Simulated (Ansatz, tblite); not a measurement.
**MoO2F2: spin-state energies by level**

Is the singlet the ground state of MoO2F2? Other spin states are computed and compared level by level.

Program: Ansatz 0.2.0, Gaussian basis. Level of theory: as each input shows. These are calculated values, not measurements.

Plan: triplet, at the geometry of the singlet (GFN1-xTB, GFN2-xTB, PBE0-D4/def2-TZVP, PBE-D4/def2-TZVP, r2SCAN-D4/def2-TZVP); the singlet's energies come from earlier runs.

1 further run of the same task is left out (set aside as unsound or not needed). Runs told in other sessions of the task aren't counted.

### Step 1. The structure

The geometry is that of the singlet, from an earlier relaxation (PBE-D4/def2-SVP).

5 atoms, charge 0, spin multiplicity 1.

Bond lengths: Mo1–O2 1.687 Å, Mo1–O3 1.687 Å, Mo1–F4 1.852 Å, Mo1–F5 1.852 Å. Angles: O2–Mo1–O3 106.3°, O2–Mo1–F4 109.5°, O2–Mo1–F5 109.5°, O3–Mo1–F4 109.5°, O3–Mo1–F5 109.5°, F4–Mo1–F5 112.5°.

Formally the metal is d0. Mo takes a core potential in the def2 sets. No spin-orbit coupling is included.

### Step 2. Triplet at the fixed geometry, GFN1-xTB

Tight binding, by tblite at 300 K electronic temperature and without a spin-polarisation term:

```python
tblite.interface.Calculator('GFN1-xTB', numbers, positions, charge=0, uhf=2).singlepoint()
```

Energy -591.0329 eV; 0.004 s.

### Step 3. Triplet at the fixed geometry, GFN2-xTB

Tight binding, by tblite at 300 K electronic temperature and without a spin-polarisation term:

```python
tblite.interface.Calculator('GFN2-xTB', numbers, positions, charge=0, uhf=2).singlepoint()
```

Energy -533.7446 eV; 0.006 s.

### Step 4. Triplet at the fixed geometry, PBE0-D4/def2-TZVP

Contents of in.yaml:

```yaml
crystal:
  periodic: [false, false, false]
  atoms:
    - {symbol: Mo, position_ang: [0.005932, -0.000025, 0.004142]}
    - {symbol: O, position_ang: [0.061954, -0.016322, 1.689921]}
    - {symbol: O, position_ang: [1.607963, 0.008843, -0.523748]}
    - {symbol: F, position_ang: [-0.841498, 1.543015, -0.570154]}
    - {symbol: F, position_ang: [-0.834341, -1.535501, -0.600161]}
basis:
  gaussian: {orbitals: def2-TZVP}
magnetization: {spin_polarized: true, initial_magnetization: 2}
hamiltonian: {xc: pbe0, dispersion: d4}
scf: {omitted_lower_state_checks: [starts]}
output: {orbitals: {seedname: orbitals}}
```

Started as:

```bash
ansatz run in.yaml --threads 4 --pin off --events-out ev --progress --plain --max-ram 3916MiB
```

Log:

```text
Functional definition: PBE0
  name "PBE0"
  cite "Adamo & Barone, J. Chem. Phys. 110, 6158 (1999) doi:10.1063/1.478522"
  cite "Perdew, Burke & Ernzerhof, Phys. Rev. Lett. 77, 3865 (1996) doi:10.1103/PhysRevLett.77.3865"
  parent pbe
  parameter a = 0.25
  parameter kappa = 0.804
  parameter beta = 0.06672455060314922
  exchange = (1 - a)*pbe_x(kappa = kappa, mu = beta*pi^2/3) + a*exact_x
  correlation = pbe_c(beta = beta)
these checks for a lower state are left out or cut short: starts
992 factors; their error is unknown
mean field evaluation 1: about -11370.5569 eV, gradient 5.3e1 eV
mean field evaluation 2: about -11307.8517 eV, gradient 1.5e2 eV
mean field evaluation 4: about -11378.8585 eV, gradient 1.1e1 eV
mean field evaluation 8: about -11379.2800 eV, gradient 1.4e-1 eV
mean field evaluation 16: about -11379.3871 eV, gradient 2.3e-3 eV
mean field -11379.38706352 eV, -418.1847613589 hartree, gradient 6.5e-6 eV, S^2 2.024253; 0 other end points of the search recorded, 0 dependent functions left out
reference -11379.38710194 eV, -418.1847627707 hartree; 25, 23 occupied and 139, 141 virtual orbitals, 992 factors
Total energy: -11379.48284645 eV, -418.1882813165 hartree
Checks for a lower state left out: starts
```

Run time: 6.5 s. Hardware: 4 threads of Intel Xeon at 2.60GHz, shared host; peak memory 0.64 GiB.

Report: HOMO -5.99 eV, LUMO -7.10 eV (over both spins; with the spin held, an empty level of the minority spin lies below the top filled one); ⟨S²⟩ 2.024 (pure: 2.00).

### Step 5. Triplet at the fixed geometry, PBE-D4/def2-TZVP

start.molden holds the orbitals of an earlier run on this state, given as this run's starting guess.

in.yaml: that of step 4 with these lines changed.

```diff
@@ -9,5 +9,5 @@
 basis:
-  gaussian: {orbitals: def2-TZVP}
+  gaussian: {orbitals: def2-TZVP, initial_orbitals: start.molden}
 magnetization: {spin_polarized: true, initial_magnetization: 2}
-hamiltonian: {xc: pbe0, dispersion: d4}
+hamiltonian: {xc: pbe, dispersion: d4}
 scf: {omitted_lower_state_checks: [starts]}
```

The command is unchanged.

Log:

```text
Functional definition: PBE
  name "PBE"
  cite "Perdew, Burke & Ernzerhof, Phys. Rev. Lett. 77, 3865 (1996) doi:10.1103/PhysRevLett.77.3865"
  parent pbe
  parameter kappa = 0.804
  parameter beta = 0.06672455060314922
  exchange = pbe_x(kappa = kappa, mu = beta*pi^2/3)
  correlation = pbe_c(beta = beta)
these checks for a lower state are left out or cut short: starts
922 factors; their error is unknown
mean field evaluation 1: about -11381.3949 eV, gradient 8.0e0 eV
mean field evaluation 2: about -11381.6255 eV, gradient 2.9e-1 eV
mean field evaluation 4: about -11381.6193 eV, gradient 1.0e-1 eV
mean field evaluation 8: about -11381.6194 eV, gradient 1.6e-5 eV
mean field evaluation 16: about -11381.6194 eV, gradient 5.5e-6 eV
mean field -11381.61935917 eV, -418.2667967107 hartree, gradient 5.5e-6 eV, S^2 2.006683; 0 other end points of the search recorded, 0 dependent functions left out
reference -11381.61942015 eV, -418.2667989520 hartree; 25, 23 occupied and 139, 141 virtual orbitals, 922 factors
Total energy: -11381.73378607 eV, -418.2710018218 hartree
Checks for a lower state left out: starts
```

Wall time 3 s (4 threads of Intel Xeon at 2.60GHz, shared host).

HOMO -4.03 eV, LUMO -8.33 eV (over both spins; with the spin held, an empty level of the minority spin lies below the top filled one); ⟨S²⟩ 2.007 (pure: 2.00).

### Step 6. Triplet at the fixed geometry, r2SCAN-D4/def2-TZVP

in.yaml: that of step 5 with these lines changed.

```diff
@@ -11,3 +11,3 @@
 magnetization: {spin_polarized: true, initial_magnetization: 2}
-hamiltonian: {xc: pbe, dispersion: d4}
+hamiltonian: {xc: r2scan, dispersion: d4}
 scf: {omitted_lower_state_checks: [starts]}
```

Same command.

Log:

```text
Functional definition: r2SCAN
  name "r2SCAN"
  cite "Furness, Kaplan, Ning, Perdew & Sun, J. Phys. Chem. Lett. 11, 8208 (2020) doi:10.1021/acs.jpclett.0c02405"
  cite "Furness, Kaplan, Ning, Perdew & Sun, J. Phys. Chem. Lett. 11, 9248 (2020) doi:10.1021/acs.jpclett.0c03077"
  parent r2scan
  parameter k0 = 0.174
  parameter k1 = 0.065
  parameter a1 = 4.9479
  exchange = r2scan_x(k0 = k0, k1 = k1, a1 = a1)
  correlation = r2scan_c
these checks for a lower state are left out or cut short: starts
922 factors; their error is unknown
mean field evaluation 1: about -11386.6259 eV, gradient 4.5e0 eV
mean field evaluation 2: about -11386.7027 eV, gradient 8.7e-2 eV
mean field evaluation 4: about -11386.6953 eV, gradient 3.9e-4 eV
mean field evaluation 8: about -11386.6953 eV, gradient 2.2e-5 eV
mean field -11386.69526384 eV, -418.4533327669 hartree, gradient 6.1e-6 eV, S^2 2.015725; 0 other end points of the search recorded, 0 dependent functions left out
reference -11386.69528223 eV, -418.4533334427 hartree; 25, 23 occupied and 139, 141 virtual orbitals, 922 factors
Total energy: -11386.72100664 eV, -418.4542787972 hartree
Checks for a lower state left out: starts
```

Wall time 8 s (4 threads of Intel Xeon at 2.60GHz, shared host).

HOMO -4.45 eV, LUMO -8.01 eV (over both spins; with the spin held, an empty level of the minority spin lies below the top filled one); ⟨S²⟩ 2.016 (pure: 2.00).

### Step 7. Triplet less singlet, vertical

The singlet's energies are those of its earlier runs, whose logs aren't repeated here.

```csv
level,"triplet less singlet, vertical (eV)",time
GFN1-xTB,+5.448,0.008 s
GFN2-xTB,+4.283,0.01 s
PBE-D4/def2-TZVP,+4.238,4.1 s
r2SCAN-D4/def2-TZVP,+4.083,9.7 s
PBE0-D4/def2-TZVP,+3.811,7.9 s
```

Times add the two runs; a level without a time comes out of a correlated run. Tight binding without a spin term can't rank spin states.

### Step 8. What came out

| quantity | value |
| --- | --- |
| triplet less singlet, vertical, functionals in def2-TZVP | +3.811 (PBE0-D4) to +4.238 eV (PBE-D4) |

All functionals put the triplet above the singlet, over a spread of 0.427 eV. The checks for a lower triplet were left out, so another state of that spin may lie lower. The singlet here is a closed shell; an open-shell singlet can lie lower. These are electronic energies, without zero-point motion, entropy or surroundings.
